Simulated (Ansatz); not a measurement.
# BaIrO3: the cost of one run

Program: Ansatz 0.2.0. Level of theory: DFT LDA+U (U_eff = 3 eV on Ir d), plane waves, PAW, no spin–orbit coupling unless a run says so. These are calculated values, not measurements.

**1. The system as given**

It takes space group Pm-3m (No. 221, cubic). Conventional cell: a = 4.101 Å, b = 4.101 Å, c = 4.101 Å, α = 90.00°, β = 90.00°, γ = 90.00°. Ba (site symmetry m-3m) is surrounded by 12 O at 2.90 Å. Around Ir (site symmetry m-3m) lie 6 O at 2.05 Å. Around O (site symmetry 4/mmm) lie 2 Ir at 2.05 Å and 4 Ba at 2.90 Å.

Coordinates:

```
Ba Ir O
1.0
     4.10090    0.00000    0.00000
     0.00000    4.10090    0.00000
     0.00000    0.00000    4.10090
Ba Ir O
1 1 3
Cartesian
  0.0000 0.0000 0.0000
  2.0505 2.0505 2.0505
  0.0000 2.0505 2.0505
  2.0505 2.0505 0.0000
  2.0505 0.0000 2.0505
```

Magnetic order typed: ferromagnetic.

An earlier series on this cell reached its lowest free state from «random orbitals: single harmonics, first filling», perhaps among other starts.

**2. From atoms, default search**

input.yaml reads:

```yaml
crystal:
  lattice:
    - [4.10090204, 0.0, 0.0]
    - [0.0, 4.10090204, 0.0]
    - [0.0, 0.0, 4.10090204]
  atoms:
    - { symbol: Ba, position: [0.0, 0.0, 0.0] }
    - { symbol: Ir, position: [0.5, 0.5, 0.5], spin: 5.0 }
    - { symbol: O, position: [0.0, 0.5, 0.5] }
    - { symbol: O, position: [0.5, 0.5, 0.0] }
    - { symbol: O, position: [0.5, 0.0, 0.5] }
basis:
  ecutwfc: 420
  ecutrho_ratio: 4
kpoints:
  mp_grid: { grid: [5, 5, 5] }
hamiltonian:
  xc: lda
  hubbard: { sites: [{ site: 1, l: d, u_eff: 3.0 }] }
scf:
  occupations: { method: gaussian, width: 0.05 }
output:
  forces: true
  stress: true
  eigenvalues: true
  populations: true
  hubbard: { sites: [{ site: 1, l: d }] }
  write_density: true
  write_potential: true
  elf: true
  volumetric_format: npy
magnetization:
  spin_polarized: true
```

Launch:

```
> ansatz run input.yaml --threads 4 --pin off --max-ram 6144MiB --backend cpu --events-out ev --progress --plain --runs-dir out
```

Q: Estimate wall time and peak memory on 4 threads of AMD EPYC 7B13 (Zen 3), shared host.

About 30 s, with a peak of 0.69 GiB.
